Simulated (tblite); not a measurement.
# BeF2H3N: the cost of one run

Programs: tblite 0.8.0 and PySCF 2.14.0. All values are calculated, for the isolated system unless a continuum is named. Atoms count from 0, parts from 1.

## Step 1: The system as given

7 atoms, charge 0, multiplicity 1; geometry: rigid parts in contact. Parts: 1 = atoms 0–2, `[F][Be][F]`, charge 0; 2 = atoms 3–6, `N`, charge 0.

## Step 2: Bringing the parts together with GFN2-xTB

The job: settings as JSON, then the geometry in Å.

```
{"job": {"kind": "dock", "xc": "GFN2-xTB", "basis": "xTB"}, "charge": 0, "multiplicity": 1, "parts": [{"atoms": "0-2", "charge": 0, "multiplicity": 1}, {"atoms": "3-6", "charge": 0, "multiplicity": 1}]}
F      0.038915     0.354703     1.322340
Be    -0.000361    -0.000074    -0.000020
F     -0.038554    -0.354630    -1.322319
N      0.222085    -1.949693     0.689892
H      0.178397    -2.606936    -0.079289
H     -0.699119    -1.904675     1.108001
H      0.855468    -2.329492     1.382737
```

With the program's defaults for keys left out, this is: GFN2-xTB search for minima from random contacts, gas phase.

Command:

```console
OMP_NUM_THREADS=1 python cluster_run.py task.json out
```

The driver reads the jobs from task.json and runs them one after another.

Q: Estimate the wall time of this first job on 1 thread of Intel Xeon Platinum 8259CL at 2.50GHz, shared host.

About 1.8 s.
